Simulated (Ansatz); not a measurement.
**C₄H₁₆N₄Si: small, medium and large basis sets**

How large a basis does C₄H₁₆N₄Si need? Two functionals are run in growing sets.

Computed with Ansatz 0.2.0, Gaussian basis. Level: one geometry, several basis sets.

Levels to be run: PBE0-D4/def2-SVP; ωB97M-V/def2-SVP; PBE0-D4/def2-QZVPP; ωB97M-V/def2-QZVPP; the functionals' def2-TZVPP values are taken from earlier runs.

### Step 1. The relaxed structure

All runs share one geometry, relaxed beforehand with PBE0-D4/def2-TZVP.

SMILES `CN[Si](NC)(NC)NC`, 25 atoms, charge 0, spin multiplicity 1.

Atoms are counted from 1 here; the program's logs count them from 0.

Bond lengths: C1–N2 1.444 Å, C1–H10 1.092 Å, C1–H11 1.096 Å, C1–H12 1.099 Å, N2–Si3 1.713 Å, N2–H13 1.007 Å, Si3–N4 1.716 Å, Si3–N6 1.715 Å, Si3–N8 1.713 Å, N4–C5 1.445 Å, N4–H14 1.008 Å, C5–H15 1.092 Å, C5–H16 1.095 Å, C5–H17 1.100 Å, N6–C7 1.443 Å, N6–H18 1.007 Å, C7–H19 1.098 Å, C7–H20 1.097 Å and more. Angles: N2–C1–H10 109.1°, N2–C1–H11 111.8°, N2–C1–H12 113.4°, H10–C1–H11 107.3°, H10–C1–H12 107.4°, H11–C1–H12 107.6°, C1–N2–Si3 126.2°, C1–N2–H13 114.2°, Si3–N2–H13 117.6°, N2–Si3–N4 112.0°, N2–Si3–N6 105.2°, N2–Si3–N8 111.2°, N4–Si3–N6 111.4°, N4–Si3–N8 104.5°, N6–Si3–N8 112.8°, Si3–N4–C5 125.2°, Si3–N4–H14 116.6°, C5–N4–H14 113.5° and more.

### Step 2. PBE0-D4 in def2-SVP

in.yaml

```yaml
crystal:
  periodic: [false, false, false]
  atoms:
    - {symbol: C, position_ang: [1.996006, -1.580397, -1.187634]}
    - {symbol: N, position_ang: [1.081842, -1.396085, -0.085471]}
    - {symbol: Si, position_ang: [-0.235679, -0.302848, -0.035243]}
    - {symbol: N, position_ang: [-1.529525, -0.810200, -1.042398]}
    - {symbol: C, position_ang: [-2.783117, -0.109629, -1.204912]}
    - {symbol: N, position_ang: [0.407486, 1.200303, -0.553528]}
    - {symbol: C, position_ang: [1.655493, 1.801373, -0.147991]}
    - {symbol: N, position_ang: [-0.919398, -0.226162, 1.534013]}
    - {symbol: C, position_ang: [-0.396034, 0.527422, 2.647528]}
    - {symbol: H, position_ang: [1.962549, -0.698298, -1.831039]}
    - {symbol: H, position_ang: [3.030658, -1.693537, -0.844191]}
    - {symbol: H, position_ang: [1.756753, -2.452179, -1.812040]}
    - {symbol: H, position_ang: [1.093457, -2.143625, 0.588750]}
    - {symbol: H, position_ang: [-1.287825, -1.389705, -1.830443]}
    - {symbol: H, position_ang: [-3.010569, 0.435190, -0.285828]}
    - {symbol: H, position_ang: [-3.611137, -0.804143, -1.383096]}
    - {symbol: H, position_ang: [-2.779854, 0.618229, -2.029007]}
    - {symbol: H, position_ang: [-0.205562, 1.827604, -1.048088]}
    - {symbol: H, position_ang: [1.529600, 2.633710, 0.557617]}
    - {symbol: H, position_ang: [2.224408, 2.179403, -1.005755]}
    - {symbol: H, position_ang: [2.273653, 1.047133, 0.343527]}
    - {symbol: H, position_ang: [-1.572998, -0.947416, 1.793260]}
    - {symbol: H, position_ang: [0.279052, -0.049575, 3.294453]}
    - {symbol: H, position_ang: [-1.200390, 0.925251, 3.275418]}
    - {symbol: H, position_ang: [0.167733, 1.384081, 2.272200]}
basis:
  gaussian: {orbitals: def2-SVP}
hamiltonian: {xc: pbe0, dispersion: d4}
output: {orbitals: {seedname: orbitals}}
```

On the command line:

```sh
$ ansatz run in.yaml --threads 4 --pin off --events-out ev --progress --plain --max-ram 46080MiB --backend cpu
```

Further steps of the session: ωB97M-V in def2-SVP; PBE0-D4 in def2-QZVPP; ωB97M-V in def2-QZVPP.

Before running them: what should the planned runs give, taken together? Wanted: PBE0-D4: double and triple zeta above quadruple; ωB97M-V: double and triple zeta above quadruple.

**Answer**, as computed:

| quantity | value |
| --- | --- |
| PBE0-D4: double and triple zeta above quadruple | 15.69, 0.90 eV |
| ωB97M-V: double and triple zeta above quadruple | 16.19, 0.85 eV |

PBE0-D4 gains 14.79 eV from double to triple zeta, then 0.90 eV more. These are total energies; as a rule much of such shifts cancels in differences, which this series doesn't test. The LUMO of ωB97M-V is positive and keeps falling with the basis (3.21 to 1.48 eV): an unbound level that the basis holds in place.
